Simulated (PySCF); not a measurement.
**CH5B2F: spin-spin couplings and electronic excitations at several levels of theory**

How much do the spin-spin couplings and electronic excitations of CH5B2F (`BCBF`) depend on the level of theory, and what does each level cost?

Computed with PySCF 2.14.0, with density-fitted response routines of our own, on a single molecule in the gas phase. Atoms count from 0, in the outputs and in this text.

## Step 1: Starting geometry

9 atoms, charge 0, multiplicity 1; geometry from: PBE0-D3(BJ)/def2-SVP.

Bonds of the start (Å): B0–C1 1.55, C1–B2 1.56, B2–F3 1.32, B0–H4 1.21, B0–H5 1.21, C1–H6 1.11, C1–H7 1.10, B2–H8 1.21.

## Step 2: Spin-spin couplings: B3LYP/def2-TZVP

Job settings and geometry (Å):

```
{"job": {"kind": "j", "xc": "B3LYP", "basis": "def2-TZVP"}, "charge": 0, "multiplicity": 1}
B     -1.261823     0.134794    -0.290562
C      0.038843    -0.643556     0.046637
B      1.190175     0.398389     0.214126
F      2.151584     0.469247    -0.694412
H     -1.774445     0.058839    -1.383305
H     -1.765143     0.863052     0.534858
H     -0.086493    -1.042265     1.072606
H      0.305495    -1.429005    -0.673671
H      1.260339     1.173696     1.141764
```

Level: B3LYP/def2-TZVP indirect spin-spin coupling, non-relativistic, gas phase.

Run with:

```console
$ OMP_NUM_THREADS=1 python probes_run.py task.json out
```

This one command runs all jobs of the session in turn.

Output:

```text
coarse grid: 7448 points
cycle   1  E = -190.7222790974  dE =  1.217e-01  |g| = 5.766e-01  |ddm| = 2.052e+00
cycle   2  E = -190.6574679199  dE =  6.481e-02  |g| = 8.802e-01  |ddm| = 8.468e-01
cycle   3  E = -190.7831646963  dE = -1.257e-01  |g| = 9.589e-02  |ddm| = 5.139e-01
cycle   4  E = -190.7847266658  dE = -1.562e-03  |g| = 3.477e-02  |ddm| = 6.963e-02
cycle   5  E = -190.7849946980  dE = -2.680e-04  |g| = 3.475e-03  |ddm| = 2.158e-02
cycle   6  E = -190.7849982108  dE = -3.513e-06  |g| = 1.150e-03  |ddm| = 3.814e-03
final grid: 72088 points
cycle   7  E = -190.7816593630  dE = -6.385e-05  |g| = 5.145e-03  |ddm| = 4.061e-02
cycle   8  E = -190.7816560998  dE =  3.263e-06  |g| = 6.332e-03  |ddm| = 6.605e-03
cycle   9  E = -190.7816653334  dE = -9.234e-06  |g| = 2.481e-04  |ddm| = 3.811e-03
cycle  10  E = -190.7816653353  dE = -1.853e-09  |g| = 2.337e-04  |ddm| = 2.581e-04
cycle  11  E = -190.7816653437  dE = -8.440e-09  |g| = 3.481e-05  |ddm| = 1.182e-04
cycle  12  E = -190.7816653440  dE = -2.520e-10  |g| = 7.340e-06  |ddm| = 2.652e-05
converged SCF energy = -190.7816653440

Indirect spin-spin couplings (Hz)
  i      j    bonds     total        FC       PSO       DSO        SD
  0 B    1 C    1     41.845    44.779    -3.035     0.132    -0.031
  0 B    2 B    2      0.948     0.096     0.547     0.031     0.274
  0 B    3 F    3      8.251     3.896     2.937    -0.241     1.659
  0 B    4 H    1    135.847   136.570    -1.486     0.333     0.430
  0 B    5 H    1    131.012   131.724    -1.477     0.343     0.422
  0 B    6 H    2     -8.860    -8.305    -0.317    -0.327     0.090
  0 B    7 H    2     -6.903    -6.041    -0.422    -0.458     0.018
  0 B    8 H    3     -0.100    -0.040     0.079    -0.112    -0.027
  1 C    2 B    1     45.057    47.081    -2.300     0.230     0.045
  1 C    3 F    2      3.872    15.721   -11.477    -0.154    -0.218
  1 C    4 H    2      4.460     5.002    -0.368    -0.199     0.025
  1 C    5 H    2      5.491     6.095    -0.403    -0.200    -0.001
  1 C    6 H    1    112.628   109.697     2.293     0.704    -0.065
  1 C    7 H    1    131.721   129.444     1.645     0.687    -0.056
  1 C    8 H    2     18.944    19.292    -0.170    -0.192     0.013
  2 B    3 F    1   -190.141  -124.976   -62.908     0.399    -2.655
  2 B    4 H    3      1.024     0.956     0.253    -0.192     0.008
  2 B    5 H    3      0.316     0.308    -0.046     0.052     0.002
  2 B    6 H    2    -12.599   -12.304    -0.424     0.011     0.119
  2 B    7 H    2     -7.926    -7.476    -0.244    -0.221     0.015
  2 B    8 H    1    160.339   160.228    -1.248     0.949     0.410
  3 F    4 H    4      0.669     0.342     0.817    -0.529     0.040
  3 F    5 H    4     -0.923    -0.552     0.468    -0.868     0.028
  3 F    6 H    3     13.556    17.193    -1.883    -1.605    -0.149
  3 F    7 H    3     13.788    18.002    -3.519    -0.157    -0.537
  3 F    8 H    2     64.158    72.095    -6.943    -1.438     0.443
  4 H    5 H    2      5.772     6.155     1.298    -1.946     0.265
  4 H    6 H    3      1.799     2.377     1.308    -1.919     0.032
  4 H    7 H    3      9.040     9.067     0.186    -0.294     0.080
  4 H    8 H    4     -0.488    -0.223     0.745    -1.008    -0.002
  5 H    6 H    3      3.050     3.030     0.227    -0.296     0.090
  5 H    7 H    3     10.693    11.430     1.452    -2.176    -0.013
  5 H    8 H    4      0.511     0.393    -0.180     0.264     0.034
  6 H    7 H    2     -0.252    -0.303     2.680    -2.711     0.082
  6 H    8 H    3      1.640     1.580     0.115    -0.139     0.084
  7 H    8 H    3      4.406     5.032     1.562    -2.183    -0.005
```

Wall time 16 s (1 thread of Arm Neoverse V2, shared host); peak memory 0.62 GiB.

This basis has no tight s functions, so the Fermi-contact terms are rough.

A choice of the couplings up to four bonds, sorted by the number of bonds, with means over like pairs; isotopes 11B, 13C, 19F, 1H:

```
 pair  bonds  J (Hz)  Fermi contact (Hz)  dihedral (°)
B2–F3      1  -190.1              -125.0             –
B2–H8      1   160.3               160.2             –
B0–H4      1   133.4               134.1             –
C1–H6      1   122.2               119.6             –
C1–B2      1    45.1                47.1             –
B0–C1      1    41.8                44.8             –
F3–H8      2    64.2                72.1             –
C1–H8      2    18.9                19.3             –
B2–H6      2   -10.3                -9.9             –
B0–H6      2    -7.9                -7.2             –
H4–H5      2     5.8                 6.2             –
C1–H4      2     5.0                 5.5             –
C1–F3      2     3.9                15.7             –
F3–H6      3    13.7                17.6             –
B0–F3      3     8.3                 3.9          -110
H4–H6      3     6.1                 6.5             –
H6–H8      3     3.0                 3.3             –
```

Quadrupole couplings from the field gradients of the same density:

```
atom  isotope  eQq/h (MHz)     η
  B0      11B        5.840  0.01
  B2      11B        4.483  0.53
```

## Step 3: J couplings: B3LYP/cc-pVTZ

The job, as its differences from that of step 2:

```diff
@@ -1,2 +1,2 @@
-{"job": {"kind": "j", "xc": "B3LYP", "basis": "def2-TZVP"}, "charge": 0, "multiplicity": 1}
+{"job": {"kind": "j", "xc": "B3LYP", "basis": "cc-pVTZ"}, "charge": 0, "multiplicity": 1}
 B     -1.261823     0.134794    -0.290562
```

Method: B3LYP/cc-pVTZ indirect spin-spin coupling, non-relativistic, gas phase.

Output:

```text
coarse grid: 7448 points
cycle   1  E = -190.7138414323  dE =  1.182e-01  |g| = 5.763e-01  |ddm| = 6.303e+00
cycle   2  E = -190.6511473621  dE =  6.269e-02  |g| = 8.768e-01  |ddm| = 1.918e+00
cycle   3  E = -190.7743724031  dE = -1.232e-01  |g| = 9.444e-02  |ddm| = 1.054e+00
cycle   4  E = -190.7758912261  dE = -1.519e-03  |g| = 3.384e-02  |ddm| = 1.806e-01
cycle   5  E = -190.7761418410  dE = -2.506e-04  |g| = 3.528e-03  |ddm| = 5.354e-02
cycle   6  E = -190.7761454208  dE = -3.580e-06  |g| = 1.169e-03  |ddm| = 9.743e-03
final grid: 72088 points
cycle   7  E = -190.7759246966  dE = -6.987e-05  |g| = 5.080e-03  |ddm| = 5.995e-02
cycle   8  E = -190.7759214150  dE =  3.282e-06  |g| = 6.189e-03  |ddm| = 1.897e-02
cycle   9  E = -190.7759307366  dE = -9.322e-06  |g| = 3.214e-04  |ddm| = 1.051e-02
cycle  10  E = -190.7759307427  dE = -6.131e-09  |g| = 3.128e-04  |ddm| = 7.432e-04
cycle  11  E = -190.7759307573  dE = -1.462e-08  |g| = 3.921e-05  |ddm| = 3.366e-04
cycle  12  E = -190.7759307576  dE = -3.334e-10  |g| = 6.116e-06  |ddm| = 7.413e-05
converged SCF energy = -190.7759307576

Indirect spin-spin couplings (Hz)
  i      j    bonds     total        FC       PSO       DSO        SD
  0 B    1 C    1     36.601    39.648    -3.173     0.134    -0.008
  0 B    2 B    2      0.606    -0.205     0.512     0.031     0.268
  0 B    3 F    3      7.447     3.088     2.931    -0.240     1.669
  0 B    4 H    1    138.360   138.799    -1.395     0.311     0.645
  0 B    5 H    1    133.713   134.147    -1.386     0.322     0.630
  0 B    6 H    2     -8.442    -7.927    -0.289    -0.329     0.104
  0 B    7 H    2     -6.614    -5.779    -0.387    -0.459     0.011
  0 B    8 H    3     -0.062    -0.000     0.077    -0.112    -0.027
  1 C    2 B    1     39.317    41.439    -2.422     0.232     0.068
  1 C    3 F    2      3.324    14.985   -11.293    -0.154    -0.214
  1 C    4 H    2      2.977     3.518    -0.358    -0.201     0.018
  1 C    5 H    2      3.620     4.223    -0.394    -0.201    -0.009
  1 C    6 H    1    104.918   101.780     2.260     0.681     0.197
  1 C    7 H    1    124.504   122.001     1.649     0.662     0.192
  1 C    8 H    2     15.504    15.856    -0.163    -0.193     0.005
  2 B    3 F    1   -202.509  -136.026   -64.544     0.399    -2.337
  2 B    4 H    3      0.814     0.733     0.268    -0.193     0.006
  2 B    5 H    3      0.419     0.416    -0.050     0.050     0.003
  2 B    6 H    2    -11.511   -11.251    -0.406     0.006     0.141
  2 B    7 H    2     -7.495    -7.074    -0.213    -0.223     0.015
  2 B    8 H    1    161.992   161.618    -1.175     0.923     0.625
  3 F    4 H    4      0.724     0.397     0.816    -0.532     0.043
  3 F    5 H    4     -0.861    -0.485     0.471    -0.871     0.024
  3 F    6 H    3     10.925    14.544    -1.882    -1.612    -0.125
  3 F    7 H    3     11.286    15.519    -3.526    -0.162    -0.544
  3 F    8 H    2     57.169    65.057    -6.933    -1.451     0.495
  4 H    5 H    2      5.277     5.532     1.435    -1.971     0.282
  4 H    6 H    3      1.874     2.344     1.428    -1.931     0.033
  4 H    7 H    3      9.037     9.043     0.213    -0.303     0.084
  4 H    8 H    4     -0.456    -0.240     0.801    -1.014    -0.004
  5 H    6 H    3      3.174     3.133     0.250    -0.305     0.096
  5 H    7 H    3     10.879    11.486     1.589    -2.188    -0.008
  5 H    8 H    4      0.506     0.400    -0.191     0.262     0.035
  6 H    7 H    2     -0.289    -0.508     2.856    -2.754     0.117
  6 H    8 H    3      1.743     1.677     0.125    -0.148     0.088
  7 H    8 H    3      4.535     5.043     1.686    -2.195     0.001
```

Run time: 20 s. Hardware: 1 thread of Arm Neoverse V2, shared host; peak memory 0.73 GiB.

This basis has no tight s functions, so the Fermi-contact terms are rough.

In short: J(B2,F3) -202.5 Hz, J(B2,H8) 162.0 Hz, J(B0,H4) 136.0 Hz (means over like pairs).

## Step 4: J couplings: B3LYP/6-31G*

The job, as its differences from that of step 3:

```diff
@@ -1,2 +1,2 @@
-{"job": {"kind": "j", "xc": "B3LYP", "basis": "cc-pVTZ"}, "charge": 0, "multiplicity": 1}
+{"job": {"kind": "j", "xc": "B3LYP", "basis": "6-31G*"}, "charge": 0, "multiplicity": 1}
 B     -1.261823     0.134794    -0.290562
```

With the program's defaults for keys left out, this is: B3LYP/6-31G* indirect spin-spin coupling, non-relativistic, gas phase.

Output:

```text
coarse grid: 7448 points
cycle   1  E = -190.6469339962  dE =  1.202e-01  |g| = 5.692e-01  |ddm| = 2.511e+00
cycle   2  E = -190.5879477171  dE =  5.899e-02  |g| = 8.344e-01  |ddm| = 1.070e+00
cycle   3  E = -190.7093682894  dE = -1.214e-01  |g| = 9.105e-02  |ddm| = 6.662e-01
cycle   4  E = -190.7109889490  dE = -1.621e-03  |g| = 2.657e-02  |ddm| = 8.989e-02
cycle   5  E = -190.7111604079  dE = -1.715e-04  |g| = 3.290e-03  |ddm| = 2.697e-02
cycle   6  E = -190.7111637547  dE = -3.347e-06  |g| = 9.778e-04  |ddm| = 4.839e-03
final grid: 72088 points
cycle   7  E = -190.6942795714  dE = -1.573e-05  |g| = 4.605e-03  |ddm| = 1.219e-02
cycle   8  E = -190.6942768178  dE =  2.754e-06  |g| = 5.672e-03  |ddm| = 9.010e-03
cycle   9  E = -190.6942851633  dE = -8.345e-06  |g| = 2.527e-04  |ddm| = 4.893e-03
cycle  10  E = -190.6942851712  dE = -7.904e-09  |g| = 1.488e-04  |ddm| = 2.721e-04
cycle  11  E = -190.6942851746  dE = -3.457e-09  |g| = 1.502e-05  |ddm| = 1.069e-04
cycle  12  E = -190.6942851747  dE = -5.849e-11  |g| = 3.265e-06  |ddm| = 1.720e-05
converged SCF energy = -190.6942851747

Indirect spin-spin couplings (Hz)
  i      j    bonds     total        FC       PSO       DSO        SD
  0 B    1 C    1     48.716    51.213    -2.659     0.133     0.028
  0 B    2 B    2     -0.288    -0.946     0.409     0.031     0.218
  0 B    3 F    3      9.651     5.806     2.588    -0.230     1.487
  0 B    4 H    1    148.272   148.993    -1.598     0.383     0.494
  0 B    5 H    1    145.284   146.005    -1.590     0.391     0.477
  0 B    6 H    2     -5.659    -5.091    -0.329    -0.317     0.078
  0 B    7 H    2     -6.281    -5.390    -0.452    -0.448     0.009
  0 B    8 H    3     -0.306    -0.239     0.063    -0.108    -0.022
  1 C    2 B    1     51.329    53.012    -2.003     0.232     0.088
  1 C    3 F    2      9.203    19.544   -10.061    -0.136    -0.143
  1 C    4 H    2      3.282     3.832    -0.367    -0.194     0.010
  1 C    5 H    2      4.428     5.027    -0.391    -0.194    -0.014
  1 C    6 H    1    132.548   129.876     1.753     0.750     0.169
  1 C    7 H    1    147.166   145.077     1.184     0.737     0.168
  1 C    8 H    2     17.699    18.044    -0.159    -0.185    -0.001
  2 B    3 F    1    -93.125   -36.391   -54.733     0.528    -2.530
  2 B    4 H    3      1.171     1.148     0.210    -0.188     0.002
  2 B    5 H    3     -0.217    -0.236    -0.040     0.055     0.004
  2 B    6 H    2     -8.931    -8.672    -0.386     0.021     0.106
  2 B    7 H    2     -6.760    -6.297    -0.253    -0.211     0.001
  2 B    8 H    1    173.699   173.518    -1.263     0.998     0.447
  3 F    4 H    4      0.533     0.411     0.594    -0.506     0.034
  3 F    5 H    4     -1.335    -0.692     0.152    -0.834     0.040
  3 F    6 H    3     11.884    15.930    -2.328    -1.546    -0.172
  3 F    7 H    3     10.104    14.297    -3.620    -0.113    -0.460
  3 F    8 H    2     51.528    60.270    -7.856    -1.302     0.416
  4 H    5 H    2      3.523     4.537     0.665    -1.879     0.200
  4 H    6 H    3      1.419     2.397     0.896    -1.891     0.018
  4 H    7 H    3      8.614     8.836    -0.033    -0.272     0.084
  4 H    8 H    4     -0.703    -0.231     0.526    -0.992    -0.006
  5 H    6 H    3      2.719     2.900     0.002    -0.270     0.087
  5 H    7 H    3     10.430    11.567     1.021    -2.148    -0.011
  5 H    8 H    4      0.706     0.605    -0.210     0.274     0.038
  6 H    7 H    2     -4.134    -3.300     1.703    -2.631     0.096
  6 H    8 H    3      1.380     1.457    -0.047    -0.110     0.079
  7 H    8 H    3      4.309     5.309     1.161    -2.154    -0.007
```

It took 5.3 s on 1 thread of Arm Neoverse V2, shared host; peak memory 0.45 GiB.

This basis has no tight s functions, so the Fermi-contact terms are rough.

Key values: J(B2,H8) 173.7 Hz, J(B0,H4) 146.8 Hz, J(C1,H6) 139.9 Hz (means over like pairs).

## Step 5: Excited states and response: HF/def2-SVPD

The job, as its differences from that of step 4:

```diff
@@ -1,2 +1,2 @@
-{"job": {"kind": "j", "xc": "B3LYP", "basis": "6-31G*"}, "charge": 0, "multiplicity": 1}
+{"job": {"kind": "uv", "xc": "HF", "basis": "def2-SVPD", "ip": true}, "charge": 0, "multiplicity": 1}
 B     -1.261823     0.134794    -0.290562
```

With the program's defaults for keys left out, this is: TDDFT HF/def2-SVPD, vertical, gas phase, core orbitals frozen in the response.

Output:

```text
final grid: 72088 points
cycle   1  E = -189.4186105766  dE =  3.143e-01  |g| = 4.853e-01  |ddm| = 3.034e+00
cycle   2  E = -189.4766735055  dE = -5.806e-02  |g| = 2.437e-01  |ddm| = 7.360e-01
cycle   3  E = -189.4872993178  dE = -1.063e-02  |g| = 6.043e-02  |ddm| = 2.461e-01
cycle   4  E = -189.4884637237  dE = -1.164e-03  |g| = 8.926e-03  |ddm| = 1.234e-01
cycle   5  E = -189.4885108473  dE = -4.712e-05  |g| = 2.435e-03  |ddm| = 2.363e-02
cycle   6  E = -189.4885159653  dE = -5.118e-06  |g| = 6.982e-04  |ddm| = 8.009e-03
cycle   7  E = -189.4885164245  dE = -4.592e-07  |g| = 1.753e-04  |ddm| = 1.927e-03
cycle   8  E = -189.4885164515  dE = -2.693e-08  |g| = 4.595e-05  |ddm| = 5.421e-04
cycle   9  E = -189.4885164528  dE = -1.320e-09  |g| = 1.380e-05  |ddm| = 1.176e-04
cycle  10  E = -189.4885164530  dE = -1.560e-10  |g| = 4.956e-06  |ddm| = 3.481e-05
converged SCF energy = -189.4885164530

Static polarisability (au): isotropic 37.964, principal 34.000 38.548 41.344

Singlet excitations
state   eV       nm        f      main configurations
  1   6.5960    188.0   0.00174   H->L 0.54, H-1->L 0.16
  2   6.8727    180.4   0.00289   H-1->L 0.53, H->L 0.10, H-2->L 0.09
  3   7.5641    163.9   0.00183   H-2->L 0.43, H->L+4 0.11, H->L+2 0.08
  4   9.5120    130.3   0.01951   H-2->L 0.23, H->L+2 0.21, H->L 0.12
  5   9.9123    125.1   0.05326   H->L+1 0.53, H-1->L+1 0.16
  6  10.2271    121.2   0.00597   H-1->L+1 0.42, H->L+2 0.10
  7  10.3463    119.8   0.08043   H-3->L 0.53, H-3->L+2 0.10
  8  10.7820    115.0   0.35606   H->L+3 0.33, H-2->L+2 0.18, H-2->L+4 0.08
  9  10.8818    113.9   0.06061   H->L+2 0.17, H->L+3 0.16, H-2->L+1 0.14
 10  11.0216    112.5   0.05688   H-1->L+2 0.25, H-1->L+3 0.25

Triplet excitations (Tamm-Dancoff, eV): 5.6438 6.0158 6.7395 8.5900
Vertical ionisation energy (delta-SCF) = 11.1792 eV
```

Wall time 7.7 s (1 thread of Arm Neoverse V2, shared host); peak memory 0.45 GiB.

The orbitals next to the gap, with their largest atomic shares:

```
orbital      eV                      atoms
 HOMO−3  -15.29  C1 34 %, H6 17 %, B2 14 %
 HOMO−2  -13.67  C1 30 %, B0 24 %, B2 12 %
 HOMO−1  -13.02  B0 32 %, H5 22 %, C1 20 %
   HOMO  -12.50  C1 26 %, B0 19 %, B2 18 %
   LUMO    1.66  B0 35 %, B2 24 %, C1 13 %
 LUMO+1    2.15    B0 72 %, H4 7 %, B2 7 %
 LUMO+2    2.44   B2 60 %, F3 13 %, H8 8 %
```

With each of the 10 states as a Gaussian band of 0.4 eV half-width at 1/e, the curve within the window shown has maxima at 115 nm (ε 19,000) L/(mol cm). Beyond the last state computed it falls off for lack of states. The curve at chosen wavelengths:

(nm, ε (L/mol/cm)): (110, 4390), (114, 17759), (118, 14940), (122, 6371), (126, 3517), (129, 2285), (133, 1001), (137, 279), (141, 42), (145, 4), (149, 2), (153, 10), (157, 33), (160, 57), (164, 79), (168, 84), (172, 95), (176, 126), (180, 160), (184, 169), (188, 147), (191, 118), (195, 77), (199, 43), (203, 21), (207, 9)

Further results of this job:

```
           property  computed
  dipole moment (D)      1.37
polarisability (Å³)      5.63
 HOMO–LUMO gap (eV)     14.16
      −ε(HOMO) (eV)     12.50
```

## Step 6: Ultraviolet spectrum: LDA/def2-SVPD

The job, as its differences from that of step 5:

```diff
@@ -1,2 +1,2 @@
-{"job": {"kind": "uv", "xc": "HF", "basis": "def2-SVPD", "ip": true}, "charge": 0, "multiplicity": 1}
+{"job": {"kind": "uv", "xc": "LDA", "basis": "def2-SVPD", "ip": true}, "charge": 0, "multiplicity": 1}
 B     -1.261823     0.134794    -0.290562
```

Method: TDDFT LDA/def2-SVPD, vertical, gas phase, core orbitals frozen in the response.

Output:

```text
coarse grid: 7448 points
cycle   1  E = -188.8531051774  dE =  5.957e-02  |g| = 5.357e-01  |ddm| = 3.647e+00
cycle   2  E = -188.7330396774  dE =  1.201e-01  |g| = 9.392e-01  |ddm| = 1.394e+00
cycle   3  E = -188.9192403280  dE = -1.862e-01  |g| = 1.224e-01  |ddm| = 8.427e-01
cycle   4  E = -188.9218116246  dE = -2.571e-03  |g| = 4.959e-02  |ddm| = 1.407e-01
cycle   5  E = -188.9223363268  dE = -5.247e-04  |g| = 6.733e-03  |ddm| = 5.486e-02
cycle   6  E = -188.9223503374  dE = -1.401e-05  |g| = 2.757e-03  |ddm| = 1.456e-02
cycle   7  E = -188.9223526880  dE = -2.351e-06  |g| = 4.885e-04  |ddm| = 4.203e-03
final grid: 72088 points
cycle   8  E = -188.9485928158  dE = -3.838e-05  |g| = 5.076e-03  |ddm| = 5.840e-02
cycle   9  E = -188.9485818003  dE =  1.102e-05  |g| = 9.064e-03  |ddm| = 1.252e-02
cycle  10  E = -188.9485983163  dE = -1.652e-05  |g| = 8.840e-04  |ddm| = 7.706e-03
cycle  11  E = -188.9485984543  dE = -1.380e-07  |g| = 2.791e-04  |ddm| = 1.001e-03
cycle  12  E = -188.9485984723  dE = -1.797e-08  |g| = 3.737e-05  |ddm| = 2.709e-04
cycle  13  E = -188.9485984726  dE = -3.070e-10  |g| = 1.509e-05  |ddm| = 6.243e-05
converged SCF energy = -188.9485984726

Static polarisability (au): isotropic 45.054, principal 39.199 43.798 52.164

Singlet excitations
state   eV       nm        f      main configurations
  1   4.7821    259.3   0.01435   H->L 0.97
  2   5.0775    244.2   0.00457   H-1->L 0.97
  3   5.8343    212.5   0.00255   H-2->L 0.98
  4   6.3126    196.4   0.00086   H->L+1 0.98
  5   6.6663    186.0   0.00858   H-1->L+1 0.97
  6   7.3068    169.7   0.01267   H-3->L 0.79, H-2->L+1 0.15
  7   7.6161    162.8   0.09560   H-2->L+1 0.70, H-4->L 0.11, H-3->L 0.09
  8   7.8176    158.6   0.01181   H->L+2 0.93
  9   8.1264    152.6   0.02015   H-1->L+2 0.61, H-4->L 0.31
 10   8.1652    151.8   0.05690   H-4->L 0.47, H-1->L+2 0.36

Triplet excitations (Tamm-Dancoff, eV): 4.3163 4.6283 5.3840 6.0110
Vertical ionisation energy (delta-SCF) = 10.8287 eV
Vertical electron affinity (delta-SCF) = 0.2746 eV
```

Wall time 30 s (1 thread of Arm Neoverse V2, shared host); peak memory 0.45 GiB.

This run: HOMO -7.65 eV, LUMO -3.13 eV; lowest singlet 4.78 eV.

(Part 1 of 2 ends here.)
